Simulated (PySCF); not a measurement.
# TaO2Br: relaxation and vibrations of the singlet

The task is one start of a wider search on TaO2Br: the singlet, from a T-shaped (ligand arrangement 1) start. It is relaxed, tested by its Hessian and followed downhill if it is a saddle.

Computed with PySCF 2.14.0. Level: PBE0, basis Ta def2-TZVP with ECP60, O def2-TZVP, Br def2-TZVP, scalar-relativistic core potentials, no spin–orbit coupling, density fitting.

### 1 Starting geometry

4 atoms, charge 0, spin multiplicity 1.

Bond lengths: Ta1–O2 1.830 Å, Ta1–O3 1.830 Å, Ta1–Br4 2.600 Å. Angles: O2–Ta1–O3 176.0°, O2–Ta1–Br4 88.0°, O3–Ta1–Br4 88.0°.

```xyz
4
charge 0 multiplicity 1
Ta    0.0000    0.0000    0.0000
O     1.8289    0.0000    0.0639
O    -1.8289    0.0000    0.0639
Br    0.0000    0.0000    2.6000
```

### 2 The SCF at the typed geometry

The steps below are one call of a driver around PySCF. For each, scf.py gives the equivalent set-up of the SCF; relaxations use the driver's own optimiser. After this first run the driver tries any further starts and a stability analysis.

Contents of scf.py:

```python
from pyscf import gto, scf, dft
mol = gto.M(atom='''
Ta     0.000000     0.000000     0.000000
O      1.828900     0.000000     0.063900
O     -1.828900     0.000000     0.063900
Br     0.000000     0.000000     2.600000''',
    basis={'Ta': 'def2-TZVP', 'O': 'def2-TZVP', 'Br': 'def2-TZVP'},
    ecp={'Ta': 'def2-TZVP'},
    charge=0, spin=0)
mf = dft.RKS(mol, xc='PBE0')
mf.grids.atom_grid = (50, 194)
aux = {'Ta': 'def2-universal-JKFIT', 'O': 'def2-universal-JKFIT', 'Br': 'def2-universal-JKFIT'}
mf = mf.density_fit(auxbasis=aux)
mf.conv_tol = 1e-08
mf.diis_space = 10
mf.max_cycle = 60
mf.init_guess = 'minao'
mf.verbose = 4
mf.kernel()
```

On the command line:

```sh
> OMP_NUM_THREADS=4 python axn.py task.json out
```

What it wrote, cut to the lines that bear on the results:

```text
[... the frontier levels of the middle cycles are left out ...]
init E= -2760.6268339018
  HOMO = -0.441135129243991  LUMO = -0.383937266900135  gap/eV = 1.55643
cycle= 1 E= -2780.78775054816  delta_E= -20.2  |g|= 1.44  |ddm|= 7.19
  HOMO = -0.125074124548931  LUMO = -0.0857758085844866  gap/eV = 1.06936
cycle= 2 E= -2772.65514520276  delta_E= 8.13  |g|=  4.9  |ddm|= 3.75
  HOMO = -0.219235331474271  LUMO = -0.084945393736497  gap/eV = 3.65422
cycle= 3 E= -2780.93592756511  delta_E= -8.28  |g|= 0.948  |ddm|=  3.7
cycle= 4 E= -2781.0992381317  delta_E= -0.163  |g|= 0.594  |ddm|= 1.26
cycle= 5 E= -2781.20185922647  delta_E= -0.103  |g|= 0.196  |ddm|= 0.754
cycle= 6 E= -2781.21348474486  delta_E= -0.0116  |g|= 0.0491  |ddm|= 0.231
cycle= 7 E= -2781.21385957099  delta_E= -0.000375  |g|= 0.0139  |ddm|= 0.0395
cycle= 8 E= -2781.21393371772  delta_E= -7.41e-05  |g|= 0.00267  |ddm|= 0.0169
cycle= 9 E= -2781.21393634611  delta_E= -2.63e-06  |g|= 0.0016  |ddm|= 0.00441
cycle= 10 E= -2781.21393735609  delta_E= -1.01e-06  |g|= 0.000436  |ddm|= 0.0027
cycle= 11 E= -2781.21393753626  delta_E= -1.8e-07  |g|= 8.97e-05  |ddm|= 0.00157
cycle= 12 E= -2781.21393755589  delta_E= -1.96e-08  |g|= 3.62e-05  |ddm|= 0.000451
cycle= 13 E= -2781.21393756081  delta_E= -4.91e-09  |g|= 1.3e-05  |ddm|= 0.000292
  HOMO = -0.281959387326386  LUMO = -0.191686803639933  gap/eV = 2.45644
Extra cycle  E= -2781.21393756095  delta_E= -1.43e-10  |g|= 2.19e-05  |ddm|= 4.65e-05
converged SCF energy = -2781.21393756095
```

This step, with its further starts and checks, needed 15 s of wall time on 4 threads of Arm Neoverse V1, shared host.

The starts that the driver tried:

```csv
start,energy (Eh)
the minimal-basis guess,-2781.213938
a thermally smeared density,-2781.213938
a smeared PBE density,-2781.213938
```

No lower closed-shell solution turned up from the other starts or in the test of internal stability.

### 3 Relaxation: T-shaped (ligand arrangement 1) start, singlet

The program finds C2v symmetry in the start, which this walk keeps.

Edit scf.py of step 2 so:

```diff
@@ -3,4 +3,4 @@
-Ta     0.000000     0.000000     0.000000
-O      1.828900     0.000000     0.063900
-O     -1.828900     0.000000     0.063900
-Br     0.000000     0.000000     2.600000''',
+Ta     0.000000     0.000000    -0.710048
+O      1.828900     0.000000    -0.646148
+O     -1.828900     0.000000    -0.646148
+Br     0.000000     0.000000     1.889952''',
@@ -17 +16,0 @@
-mf.init_guess = 'minao'
```

Steps of the walk:

| step | energy (Eh) | change (kJ/mol) | largest symmetric gradient (Eh/bohr) |
| --- | --- | --- | --- |
| 0 | -2781.213938 | 0.00 | 0.08797 |
| 1 | -2781.239509 | -67.14 | 0.08461 |
| 2 | -2781.273882 | -157.38 | 0.10230 |
| 3 | -2781.308398 | -248.01 | 0.05749 |
| 4 | -2781.337547 | -324.54 | 0.05825 |
| 5 | -2781.340965 | -333.51 | 0.09517 |
| 6 | -2781.348364 | -352.94 | 0.01299 |
| 7 | -2781.348810 | -354.11 | 0.00766 |
| 8 | -2781.349014 | -354.64 | 0.00440 |
| 9 | -2781.349147 | -354.99 | 0.00189 |
| 10 | -2781.349152 | -355.00 | 0.00032 |
| 11 | -2781.349152 | -355.00 | 0.00001 |

The walk took 38 s.

Positions (Å) and forces (eV/Å) along the way:

```
step 0
Ta   0.000   0.000  -0.710   0.000   0.000   4.524
O    1.829   0.000  -0.646  -1.317   0.000  -1.265
O   -1.829   0.000  -0.646   1.317   0.000  -1.265
Br   0.000   0.000   1.890   0.000   0.000  -1.993
step 1
Ta   0.000   0.000  -0.599  -0.001   0.000   4.351
O    1.798   0.000  -0.697  -0.018   0.000  -1.713
O   -1.798   0.000  -0.697   0.019   0.000  -1.713
Br   0.000   0.000   1.882   0.000   0.000  -0.925
step 6
Ta   0.000   0.000  -0.164   0.002   0.000  -0.548
O    1.424   0.000  -1.166  -0.669   0.000   0.516
O   -1.424   0.000  -1.166   0.667   0.000   0.515
Br   0.000   0.000   2.384   0.000   0.000  -0.483
step 11
Ta   0.000   0.000  -0.161  -0.001   0.000   0.000
O    1.417   0.000  -1.150   0.001   0.000   0.000
O   -1.417   0.000  -1.150   0.000   0.000   0.000
Br   0.000   0.000   2.349   0.000   0.000   0.000
```

End point (C2v, 11 steps, 355.0 kJ/mol gained): Ta–Br 2.510 Å, Ta–O 1.728 Å (×2); Br–Ta–O 124.9° (×2), O–Ta–O 110.2°.

### 4 Hessian and properties

On the finer grid the gradient is checked again; gradients at displacements of ±0.02 bohr then give force constants and infrared intensities.

Edit scf.py of step 3 so:

```diff
@@ -3,4 +3,4 @@
-Ta     0.000000     0.000000    -0.710048
-O      1.828900     0.000000    -0.646148
-O     -1.828900     0.000000    -0.646148
-Br     0.000000     0.000000     1.889952''',
+Ta     0.000000     0.000000    -0.570267
+O      1.416891     0.000000    -1.558968
+O     -1.416891     0.000000    -1.558968
+Br    -0.000000     0.000000     1.939552''',
@@ -11 +11 @@
-mf.grids.atom_grid = (50, 194)
+mf.grids.atom_grid = (75, 302)
@@ -14 +14 @@
-mf.conv_tol = 1e-08
+mf.conv_tol = 1e-10
```

The driver hands on the density of the step before, so the log starts near convergence.

SCF at the final geometry:

```text
init E= -2781.34923768119
  HOMO = -0.322147743216378  LUMO = -0.166520351124885  gap/eV = 4.23484
cycle= 1 E= -2781.34923768119  delta_E= 4.55e-12  |g|= 8.75e-06  |ddm|= 8.33e-06
  HOMO = -0.322146028471707  LUMO = -0.166519854303242  gap/eV = 4.23480
Extra cycle  E= -2781.3492376811  delta_E= 8.23e-11  |g|= 2.23e-05  |ddm|= 1.56e-05
converged SCF energy = -2781.3492376811
```

The whole step took 58 s.

Geometry: C2v; Ta–Br 2.510 Å, Ta–O 1.728 Å (×2); Br–Ta–O 124.9° (×2), O–Ta–O 110.2°.

Harmonic modes (main isotopes):

```tsv
symmetry	ω (cm⁻¹)	IR (km/mol)	μ (u)	type
b1	112i	90.3	21.57	bend
b2	125	8.1	21.13	bend
a1	229	10.9	43.10	mixed
a1	350	16.7	21.18	bend
b2	956	238	17.81	stretch
a1	1010	131	16.91	stretch
```

μ is the mass of the mode for normalised Cartesian displacements, not the reduced mass of the usual diatomic formula.

1 mode is imaginary, the largest at 112i cm⁻¹: a saddle point, not a minimum.

Constants and moments:

```
Dipole moment                                                   : 1.95 D
Highest occupied level                                          : -8.77 eV
Lowest empty level                                              : -4.53 eV
Rotational constants                                            : 0.2625, 0.03889, 0.03387 cm⁻¹
Zero-point energy (real modes)                                  : 16.0 kJ/mol
Principal polarisabilities                                      : 43.0, 57.9, 77.2 bohr³
Atomisation energy without zero-point energy                    : 1779 kJ/mol
Principal traceless quadrupole moments about the centre of mass : -8.76, -6.37, 15.13 D Å
```

Charges (e) and bond orders:

```csv
atom,Mulliken,Löwdin,polar tensor,Mayer order to Ta1
Ta1,1.41,0.64,2.34,–
"O2,3",-0.51,-0.31,-0.89,2.11
Br4,-0.39,-0.02,-0.56,1.00
```

Outer orbital energies (eV). occupied: -11.14, -11.02, -10.79, -10.36, -9.41, -9.28, -9.15, -8.77; empty: -4.53, -2.80, -1.26, 0.13.

Mulliken populations on Ta1 (outside its core potential): s 2.27, p 6.34, d 2.83, f 0.15.

### 5 Following the imaginary mode

The atoms are moved a little along the softest imaginary mode and relaxed again.

The program finds Cs symmetry in the start, which this walk keeps.

Edit scf.py of step 4 so:

```diff
@@ -3,4 +3,4 @@
-Ta     0.000000     0.000000    -0.570267
-O      1.416891     0.000000    -1.558968
-O     -1.416891     0.000000    -1.558968
-Br    -0.000000     0.000000     1.939552''',
+Ta    -0.000000     0.061608    -0.570289
+O      1.416891    -0.250000    -1.558990
+O     -1.416891    -0.250000    -1.558990
+Br     0.000000    -0.039921     1.939530''',
@@ -11 +11 @@
-mf.grids.atom_grid = (75, 302)
+mf.grids.atom_grid = (50, 194)
@@ -14 +14 @@
-mf.conv_tol = 1e-10
+mf.conv_tol = 1e-08
```

Steps of the walk:

| step | energy (Eh) | change (kJ/mol) | largest symmetric gradient (Eh/bohr) |
| --- | --- | --- | --- |
| 0 | -2781.349598 | 0.00 | 0.03885 |
| 1 | -2781.354521 | -12.93 | 0.00646 |
| 2 | -2781.355672 | -15.95 | 0.01362 |
| 3 | -2781.357479 | -20.69 | 0.00844 |
| 4 | -2781.357969 | -21.98 | 0.00680 |
| 5 | -2781.358045 | -22.18 | 0.00338 |
| 6 | -2781.358076 | -22.26 | 0.00027 |
| 7 | -2781.358076 | -22.26 | 0.00004 |

The walk took 29 s.

It settles in Cs symmetry, 22.3 kJ/mol below the start, after 7 steps: Ta–Br 2.467 Å, Ta–O 1.723 Å (×2); Br–Ta–O 110.5° (×2), O–Ta–O 106.4°.

### 6 Hessian and properties

As before: finer grid, then central differences.

Edit scf.py of step 5 so:

```diff
@@ -3,4 +3,4 @@
-Ta    -0.000000     0.061608    -0.570289
-O      1.416891    -0.250000    -1.558990
-O     -1.416891    -0.250000    -1.558990
-Br     0.000000    -0.039921     1.939530''',
+Ta    -0.000000     0.211298    -0.570048
+O      1.380078    -0.487956    -1.329549
+O     -1.380078    -0.487956    -1.329549
+Br     0.000000    -0.286681     1.845973''',
@@ -11 +11 @@
-mf.grids.atom_grid = (50, 194)
+mf.grids.atom_grid = (75, 302)
@@ -14 +14 @@
-mf.conv_tol = 1e-08
+mf.conv_tol = 1e-10
```

SCF at the final geometry:

```text
init E= -2781.3580056325
  HOMO = -0.311029309398106  LUMO = -0.150050947673987  gap/eV = 4.38044
cycle= 1 E= -2781.35800563241  delta_E= 8.64e-11  |g|= 2.17e-05  |ddm|= 1.39e-05
  HOMO = -0.311025999709152  LUMO = -0.150053687029573  gap/eV = 4.38028
cycle= 2 E= -2781.35800563161  delta_E= 8.01e-10  |g|= 6.81e-05  |ddm|= 4.21e-05
  HOMO = -0.311028725245592  LUMO = -0.150051764618039  gap/eV = 4.38041
cycle= 3 E= -2781.3580056325  delta_E= -8.91e-10  |g|= 1.48e-06  |ddm|= 3.15e-05
  HOMO = -0.311028600750412  LUMO = -0.150051692090823  gap/eV = 4.38040
cycle= 4 E= -2781.35800563251  delta_E= -4.55e-12  |g|= 4.36e-07  |ddm|= 1.12e-06
  HOMO = -0.311028614643502  LUMO = -0.150051650664864  gap/eV = 4.38041
Extra cycle  E= -2781.35800563251  delta_E=    0  |g|= 1.31e-06  |ddm|= 8.27e-07
converged SCF energy = -2781.35800563251
```

The whole step needed 64 s of wall time on 4 threads of Arm Neoverse V1, shared host.

Geometry: Cs; Ta–Br 2.467 Å, Ta–O 1.723 Å (×2); Br–Ta–O 110.5° (×2), O–Ta–O 106.4°.

Modes, for the most abundant isotopes:

```tsv
symmetry	ω (cm⁻¹)	IR (km/mol)	μ (u)	type
a'	142	32.9	20.70	bend
a''	157	0.4	19.27	bend
a'	260	32.0	57.16	mixed
a'	348	13.4	19.02	bend
a''	956	205	17.69	stretch
a'	1017	103	17.00	stretch
```

μ is the mass of the mode for normalised Cartesian displacements, not the reduced mass of the usual diatomic formula.

All wavenumbers are real: a minimum.

Properties at this point:

- Dipole moment: 5.31 D
- Highest occupied level: -8.46 eV
- Lowest empty level: -4.08 eV
- Rotational constants: 0.2158, 0.04147, 0.03745 cm⁻¹
- Zero-point energy: 17.2 kJ/mol
- Principal polarisabilities: 42.1, 58.2, 75.4 bohr³
- Atomisation energy without zero-point energy: 1802 kJ/mol
- Principal traceless quadrupole moments about the centre of mass: -7.95, -7.47, 15.42 D Å
- Entropy at 298.15 K and 1 bar: 331.8 J/(mol K)
- Heat capacity Cp at 298.15 K: 66.4 J/(mol K)
- Enthalpy at 298.15 K above 0 K: 15.70 kJ/mol
- Rotational symmetry number: 1

Charges (e) and bond orders:

| atom | Mulliken | Löwdin | polar tensor | Mayer order to Ta1 |
| --- | --- | --- | --- | --- |
| Ta1 | 1.34 | 0.56 | 2.03 | – |
| O2,3 | -0.50 | -0.30 | -0.78 | 2.13 |
| Br4 | -0.34 | 0.04 | -0.47 | 1.04 |

Outer orbital energies (eV). occupied: -10.84, -10.76, -10.54, -10.00, -9.77, -8.94, -8.88, -8.46; empty: -4.08, -2.36, -1.03, -0.36.

Mulliken populations on Ta1 (outside its core potential): s 2.33, p 6.27, d 2.93, f 0.14.

### 7 Stability of the closed shell

At the lowest minimum the closed shell is tested against spin polarisation, on the (50, 194) grid. It is stable.

### 8 All stationary points

| spin | group | bonds | imaginary modes (cm⁻¹) | ΔE (kJ/mol) | with zero-point energy |
| --- | --- | --- | --- | --- | --- |
| singlet | Cs | Ta–Br 2.467 Å, Ta–O 1.723 Å (×2) | none | 0.0 | 0.0 |
| singlet | C2v | Ta–Br 2.510 Å, Ta–O 1.728 Å (×2) | 112i | 23.0 | – |

### 9 Outcome

| quantity | value |
| --- | --- |
| minimum | singlet, Cs |
| geometry | Ta–Br 2.467 Å, Ta–O 1.723 Å (×2); Br–Ta–O 110.5° (×2), O–Ta–O 106.4° |
| wavenumbers (cm⁻¹) | 142 (a'), 157 (a''), 260 (a'), 348 (a'), 956 (a''), 1017 (a') |
| dipole moment | 5.31 D |
| highest occupied, lowest empty level | -8.46, -4.08 eV |
| polar-tensor charge of Ta1 | +2.03 e |
| zero-point energy | 17.2 kJ/mol |
| entropy at 298.15 K | 331.8 J/(mol K) |
| atomisation energy (no zero-point energy) | 1802 kJ/mol |

**Reading.** The T-shaped (ligand arrangement 1) start (C2v) ends in a minimum of Cs symmetry, after a stop at a saddle point 23.0 kJ/mol higher, from which it was pushed off along an imaginary mode. The strongest infrared band lies at 956 cm⁻¹ (a'', stretch). With 5.3 D the molecule is strongly polar. Only this shape and spin were tried, so other structures or states may lie lower. Spin–orbit coupling, left out here, can matter for elements this heavy.

The search up to here took 3.5 min.
